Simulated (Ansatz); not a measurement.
# BFH3InO: one species, many methods

How much do the methods differ for BFH3InO? The plan is to run it at one geometry with functionals of several rungs and with coupled cluster, and see how far each lands from CCSD(T) at the basis-set limit for the atomisation energy.

Program: Ansatz 0.2.0, Gaussian basis. Level of theory: functionals in def2-TZVPP, the program's frozen cores in correlated methods. These are calculated values, not measurements.

The runs, in order: LDA (SPW92), PBE-D4, revPBE-D4, BLYP-D4, r2SCAN-D4, B97M-V, PBE0-D4, B3LYP-D4, r2SCANh-D4, r2SCAN0-D4, HSE06-D4, BHLYP-D4, CAM-B3LYP-D4, LC-ωPBE, ωB97X-V, ωB97M-V, B2PLYP, PBE-QIDH; CCSD(T)/def2-SVP; CCSD(T)/def2-TZVPP; MP2/def2-QZVPP; extrapolation to the limit; RPA on PBE.

1 further run of the same task is left out (for a known fault of the program).

## 1. Structure used throughout

The geometry comes from an earlier relaxation with PBE0-D4 in a triple-zeta def2 set; it is a stationary point, not always the lowest conformer. In takes the def2 core potential; no spin-orbit term is included.

7 atoms, charge 0, spin multiplicity 1.

Atoms are counted from 1 here; the program's logs count them from 0.

Bond lengths: F1–B2 1.386 Å, B2–O3 1.311 Å, B2–H5 1.195 Å, O3–In4 2.065 Å, In4–H6 1.702 Å, In4–H7 1.702 Å. Angles: F1–B2–O3 116.6°, F1–B2–H5 115.9°, O3–B2–H5 127.5°, B2–O3–In4 107.8°, O3–In4–H6 110.9°, O3–In4–H7 110.9°, H6–In4–H7 137.8°.

Geometry (Å):

```tsv
atom	x (Å)	y (Å)	z (Å)
F1	-0.1133	-1.4504	0.4944
B2	1.0147	-0.6622	0.6584
O3	0.9541	0.5566	0.1798
In4	-0.9109	0.8095	-0.6712
H5	1.9336	-1.1763	1.2230
H6	-2.0039	1.4786	0.4490
H7	-0.8744	0.4440	-2.3333
```

## 2. LDA

This LDA is Slater exchange with PW92 correlation.

Input file in.yaml:

```yaml
crystal:
  periodic: [false, false, false]
  atoms:
    - {symbol: F, position_ang: [-0.113271, -1.450357, 0.494368]}
    - {symbol: B, position_ang: [1.014683, -0.662199, 0.658436]}
    - {symbol: O, position_ang: [0.954092, 0.556624, 0.179801]}
    - {symbol: In, position_ang: [-0.910862, 0.809509, -0.671246]}
    - {symbol: H, position_ang: [1.933640, -1.176255, 1.222995]}
    - {symbol: H, position_ang: [-2.003915, 1.478630, 0.448978]}
    - {symbol: H, position_ang: [-0.874366, 0.444049, -2.333332]}
basis:
  gaussian: {orbitals: def2-TZVPP}
hamiltonian: {xc: lda}
output: {orbitals: {seedname: orbitals}}
```

Launch:

```bash
$ ansatz run in.yaml --threads 2 --pin off --events-out ev --progress --plain --max-ram 4352MiB
```

The runs that follow: PBE-D4 (GGA); revPBE-D4 (GGA); BLYP-D4 (GGA); r2SCAN-D4 (meta-GGA); B97M-V (meta-GGA); B3LYP-D4 (hybrid); r2SCANh-D4 (hybrid); r2SCAN0-D4 (hybrid); HSE06-D4 (hybrid); BHLYP-D4 (hybrid); CAM-B3LYP-D4 (range-separated); LC-ωPBE (range-separated); ωB97X-V (range-separated); ωB97M-V (range-separated); B2PLYP (double hybrid); PBE-QIDH (double hybrid); CCSD(T) in def2-SVP; CCSD(T) in def2-TZVPP; MP2 in def2-QZVPP; RPA on PBE orbitals.

Q: Predict the results of all the runs planned. Wanted: atomisation energy, CCSD(T)/CBS; farthest beyond LDA; mean size of error, GGA; mean size of error, meta-GGA; mean size of error, hybrid; mean size of error, range-separated; mean size of error, double hybrid; gap, smallest and largest; T1 diagnostic.

**Answer**, as computed:

```
                               quantity                                                                           value
        atomisation energy, CCSD(T)/CBS                                                                   2416.7 kJ/mol
 functionals within 24.2 kJ/mol (1.0 %)  PBE-D4, r2SCAN-D4, B97M-V, r2SCANh-D4, CAM-B3LYP-D4, LC-ωPBE, ωB97X-V, ωB97M-V
                    farthest beyond LDA                                                        BHLYP-D4 (-101.5 kJ/mol)
                mean size of error, GGA                                                                     34.0 kJ/mol
           mean size of error, meta-GGA                                                                      9.8 kJ/mol
             mean size of error, hybrid                                                                     44.5 kJ/mol
    mean size of error, range-separated                                                                      5.0 kJ/mol
      mean size of error, double hybrid                                                                     36.4 kJ/mol
              gap, smallest and largest                                       4.83 eV (LDA (SPW92)), 11.78 eV (LC-ωPBE)
                          T1 diagnostic                                                                          0.0156
triples share of the correlation energy                                                                           3.1 %
```

The LDA atomisation energy is off by 354.9 kJ/mol (15 %): it overbinds. PBE-D4 is off by +17.2 kJ/mol. Double hybrids carry the basis error of their MP2 part in triple zeta, and no dispersion term here, so their miss is partly the set-up's. The rungs range-separated, meta-GGA miss on average by less than the doubt on the reference (24.2 kJ/mol), so they tie. The reference freezes the cores and leaves out spin-orbit coupling and excitations past (T), and its outer-core shells are covered unevenly, so misses under about 24.2 kJ/mol can't be ranked. All levels share the lack of spin-orbit coupling, which lowers the free heavy atoms and so the true binding. Hartree-Fock recovers 73 % of the binding; the rest is correlation. CCSD(T) in def2-SVP is off by -125.4 kJ/mol, which most functionals beat. Orbital gaps span 4.8 to 11.8 eV; exact exchange widens them. Correlated methods include outer-core shells of In, which these sets cover unevenly.
